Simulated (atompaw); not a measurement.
# Pseudopotential generation for Dy: PAW (atompaw), PBEsol

Do these settings give a usable potential? It is generated, then checked for scattering, ghosts and hardness.

Program: atompaw 4.2.0.5. Reference atom: PBEsol, scalar-relativistic, spherical and spin-unpolarised. All values are calculated.

## 1. Settings

Typed settings, in words:

```json
{
  "element": "dysprosium (Dy, Z = 66)",
  "type": "PAW",
  "frozen core": "[Kr] 4d10",
  "valence charge": "20",
  "reference configuration": "4f10 5s2 5p6 5d0 6s2 6p0",
  "partial waves": "5s (bound): rc 1.85 bohr; 6s (bound): rc 2.60 bohr; 5p (bound): rc 2.30 bohr; 6p (bound, empty): rc 2.40 bohr; 5d (bound, empty): rc 2.60 bohr; 5d channel at 1.05 Ry: rc 2.45 bohr; 4f (bound): rc 1.00 bohr; 4f channel at 2.55 Ry: rc 1.00 bohr",
  "local potential": "troulliermartins scheme with l = 4 at 0 Ry, radius 2.60 bohr",
  "core correction": "smooth core density matched at 1.35 bohr",
  "augmentation charge": "sinc compensation charge, radius 2.00 bohr; PAW radius 2.60 bohr; waves and projectors: custom polynom vanderbiltortho"
}
```

The outer shells as boxes (Hund's rule for the drawing; the calculation is spin-unpolarised):

```
[Kr] core
4d [↑↓][↑↓][↑↓][↑↓][↑↓]
4f [↑↓][↑↓][↑↓][↑ ][↑ ][↑ ][↑ ]
5s [↑↓]
5p [↑↓][↑↓][↑↓]
5d [  ][  ][  ][  ][  ]
6s [↑↓]
6p [  ][  ][  ]
```

An earlier all-electron run gives the scale for the radii.

All-electron outer shells of the reference configuration (PBEsol, scalar-relativistic, ld1.x):

```json
{"shell": "4p", "level (eV)": "-291.28", "outermost node (bohr)": "0.28", "outermost maximum (bohr)": "0.51"}
{"shell": "4d", "level (eV)": "-152.89", "outermost node (bohr)": "0.26", "outermost maximum (bohr)": "0.53"}
{"shell": "5s", "level (eV)": "-48.96", "outermost node (bohr)": "0.63", "outermost maximum (bohr)": "1.16"}
{"shell": "5p", "level (eV)": "-25.38", "outermost node (bohr)": "0.67", "outermost maximum (bohr)": "1.33"}
{"shell": "6s", "level (eV)": "-3.76", "outermost node (bohr)": "1.57", "outermost maximum (bohr)": "3.48"}
{"shell": "4f", "level (eV)": "-3.15", "outermost node (bohr)": "–", "outermost maximum (bohr)": "0.54"}
{"shell": "5d", "level (eV)": "-1.19", "outermost node (bohr)": "0.76", "outermost maximum (bohr)": "2.11"}
{"shell": "6p", "level (eV)": "-1.14", "outermost node (bohr)": "1.93", "outermost maximum (bohr)": "4.76"}
```

## 2. The generation run

Contents of Dy.input:

```
Dy 66
GGA-PBESOL scalarrelativistic loggrid 2001 logderivrange -6 5 276
6 6 5 4 0 0
6 1 0
5 2 0
4 3 10
0 0 0
c
c
c
c
v
v
c
c
c
v
v
c
c
v
v
3
2.60 2.00 2.60 1.35
n
n
y
1.05
n
y
2.55
n
custom polynom vanderbiltortho sinc
4 0 troulliermartins
1.85
2.60
2.30
2.40
2.60
2.45
1.00
1.00
PWSCFOUT
UPFDX 0.0125d0 UPFXMIN -7.d0 UPFZMESH 66.d0
END
```

Started as:

```console
$ atompaw < Dy.input > Dy.log
```

**Question.** What will these runs give? Wanted: cutoffs for 10 and 1 mRy, occupied levels; bound ghosts; largest phase difference near zero energy, channels read; lowest eigenvalue of the overlap; share of valence orbitals outside the PAW sphere; UPF file.

The runs gave:

```
                                                quantity                                              value
               cutoffs for 10 and 1 mRy, occupied levels                             230 Ry and over 300 Ry
                                            bound ghosts                                         none found
largest phase difference near zero energy, channels read                                          0.012 rad
         lowest eigenvalue of the overlap (Bessel basis)                                          0.588 (s)
        share of valence orbitals outside the PAW sphere  5s 1 %, 6s 87 %, 5p 5 %, 6p 97 %, 5d 61 %, 4f 2 %
                                                UPF file                                            written
```

What this shows: By its cutoff, 230 Ry for the looser tolerance, it is very hard. The tighter tolerance needs over 300 Ry, and converged work needs a cutoff nearer that. The slowest occupied level is 4f: taken alone it needs 230 Ry to come within 1 mRy, against 15 Ry for 5s. The Bessel-basis test finds no level below the valence levels. Near zero energy the phases of the channels with partial waves agree within 0.012 rad. All of this concerns the isolated atom, not yet a solid.
